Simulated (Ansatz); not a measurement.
# CsGeF3: the cost of one run

Computed with Ansatz 0.2.0 (reference: DFT, PBE, plane waves, PAW, unless a step's input says otherwise).

1 further run of the same task is left out (it didn't finish).

## (1) The structure to begin with

Symmetry: Pm-3m, No. 221, cubic system. The conventional cell has a = 4.497 Å, b = 4.497 Å, c = 4.497 Å, α = 90.00°, β = 90.00°, γ = 90.00°. Around Cs (site symmetry m-3m) lie 12 F at 3.18 Å. Around Ge (site symmetry m-3m) lie 6 F at 2.25 Å. F (site symmetry 4/mmm) has 2 Ge at 2.25 Å and 4 Cs at 3.18 Å as nearest neighbours.

As a file:

```cif
data_structure
_symmetry_space_group_name_H-M 'P 1'
_symmetry_Int_Tables_number 1
_cell_length_a 4.4965
_cell_length_b 4.4965
_cell_length_c 4.4965
_cell_angle_alpha 90.000
_cell_angle_beta 90.000
_cell_angle_gamma 90.000
_cell_volume 90.91
loop_
_atom_site_label
_atom_site_type_symbol
_atom_site_fract_x
_atom_site_fract_y
_atom_site_fract_z
_atom_site_occupancy
Cs1 Cs 0.00000 0.00000 0.00000 1
Ge1 Ge 0.50000 0.50000 0.50000 1
F1 F 0.50000 0.50000 0.00000 1
F2 F 0.50000 0.00000 0.50000 1
F3 F 0.00000 0.50000 0.50000 1
```

## (2) Reference

File input.yaml:

```yaml
crystal:
  lattice:
    - [4.4965198488, 0.0, 0.0]
    - [0.0, 4.4965198488, 0.0]
    - [0.0, 0.0, 4.4965198488]
  atoms:
    - { symbol: Cs, position: [0.0, 0.0, 0.0] }
    - { symbol: Ge, position: [0.5, 0.5, 0.5] }
    - { symbol: F, position: [0.5, 0.5, 0.0] }
    - { symbol: F, position: [0.5, 0.0, 0.5] }
    - { symbol: F, position: [0.0, 0.5, 0.5] }
kpoints:
  mp_grid: { grid: [4, 4, 4] }
hamiltonian:
  xc: pbe
scf:
  occupations: { method: fixed }
  n_extra_bands: 5
output:
  forces: true
  stress: true
  eigenvalues: true
```

Command:

```bash
> ansatz run input.yaml --threads 4 --pin off --max-ram 4608MiB --backend cpu --events-out ev --progress --plain --runs-dir out
```

**Question.** How long does this run take on 4 threads of Arm Neoverse N1, shared host, and how much memory does it need?

About 1.1 s, with a peak of 0.37 GiB.
